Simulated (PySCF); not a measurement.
# LaF3(NH3): other functionals and bases at one geometry

The task here is to estimate one member of a computed series from the others.

Method: several levels, as the steps say, no spin–orbit coupling; program: PySCF 2.14.0.

1 further run of the same task is left out (for a known fault of the program).

## Starting geometry

8 atoms, charge 0, spin multiplicity 1.

Bond lengths: La1–F2 2.149 Å, La1–F3 2.149 Å, La1–F4 2.149 Å, La1–N5 2.708 Å, N5–H6 1.022 Å, N5–H7 1.022 Å, N5–H8 1.022 Å. Angles: F2–La1–F3 117.7°, F2–La1–F4 117.7°, F2–La1–N5 98.9°, F3–La1–F4 117.7°, F3–La1–N5 98.9°, F4–La1–N5 98.9°, La1–N5–H6 112.7°, La1–N5–H7 112.7°, La1–N5–H8 112.7°, H6–N5–H7 106.1°, H6–N5–H8 106.1°, H7–N5–H8 106.1°.

Coordinates:

```mol
F3H3LaN
  3D, bonds by distance, orders not assigned

  8  7  0  0  0  0  0  0  0  0999 V2000
    0.1225   -0.1225    0.1225 La  0  0
    1.1801    1.4200    1.1801 F   0  0
   -1.4200   -1.1801    1.1801 F   0  0
    1.1801   -1.1801   -1.4200 F   0  0
   -1.4412    1.4412   -1.4412 N   0  0
   -2.0537    2.0537   -0.8992 H   0  0
   -0.8992    2.0537   -2.0537 H   0  0
   -2.0537    0.8992   -2.0537 H   0  0
  1  2  8  0
  1  3  8  0
  1  4  8  0
  1  5  8  0
  5  6  8  0
  5  7  8  0
  5  8  8  0
M  END
```

Formal oxidation states: La +3. The 4f shell is empty and lies in the core potential. An earlier session relaxed this geometry at PBE0, La lcecp-1-SVP with ECP46, F def2-SVP, N def2-SVP, H def2-SVP (singlet, point group C3v).

At PBE0 on the finer grid: E = -387.326139 Eh, HOMO -9.01 eV, LUMO -0.90 eV, Mulliken charge on La1 +1.28 e, largest force component 0.016 eV/Å. The large-core potential holds the 4f shell empty.

Levels to run: M06-L; BP86; PBE0, TZVP. Hardware: 2 threads of Arm Neoverse V2, shared host.

The first run:

Contents of run.py (the lines that set the calculation):

```python
mol = gto.M(atom='''
La     0.12249    -0.12249     0.12249
F      1.18010     1.41998     1.18010
F     -1.41998    -1.18010     1.18010
F      1.18010    -1.18010    -1.41998
N     -1.44118     1.44118    -1.44118
H     -2.05375     2.05375    -0.89918
H     -0.89918     2.05375    -2.05375
H     -2.05375     0.89918    -2.05375''',
    basis={'La': 'lcecp-1-SVP', 'F': 'def2-SVP', 'N': 'def2-SVP', 'H': 'def2-SVP'},
    ecp={'La': 'lcecp-1-SVP'},
    charge=0, spin=0)
mf = dft.RKS(mol, xc='M06L')
mf.grids.atom_grid = (75, 302)  # f atoms: unpruned, at least (60, 302)
mf = mf.density_fit()  # fitting sets: La AutoAux, F def2-universal-JKFIT, N def2-universal-JKFIT, H def2-universal-JKFIT
mf.conv_tol = 1e-08; mf.max_cycle = 55
mf.kernel(dm0)  # dm0: the density of the relaxed state
```

Launch:

```
$ OMP_NUM_THREADS=2 python run.py
```

Steps of the session up to this table: M06-L; BP86; PBE0, TZVP.

One of the session's tables, all rows but one given; the rest of the session is left out.

```
              level  HOMO (eV)  gap (eV)  charge on La1 (e)  dipole (D)  largest force component (eV/Å)
PBE0 (relaxed here)      -9.01      8.10               1.28        6.33                            0.02
              M06-L          ?         ?                  ?           ?                               ?
               BP86      -7.19      5.78               1.07        6.19                            0.25
         PBE0, TZVP      -9.23      8.17               1.66        6.27                            0.24
```

Q: Estimate the row for M06-L from the others.

As computed: HOMO (eV): -7.39; gap (eV): 6.57; charge on La1 (e): 1.40; dipole (D): 6.18; largest force component (eV/Å): 0.13. In the column «HOMO (eV)» it lies between PBE0 (relaxed here) (-9.01) and BP86 (-7.19).

In one basis the HOMO–LUMO gap runs from 5.78 eV (BP86) to 8.10 eV (PBE0). The largest leftover force, 0.25 eV/Å with BP86, stands at a geometry relaxed at another level. With 4f in the core, its levels are missing from HOMO and gap, and its count is fixed, so no charge can pass from the ligands into it. Total energies of different levels can't be compared.
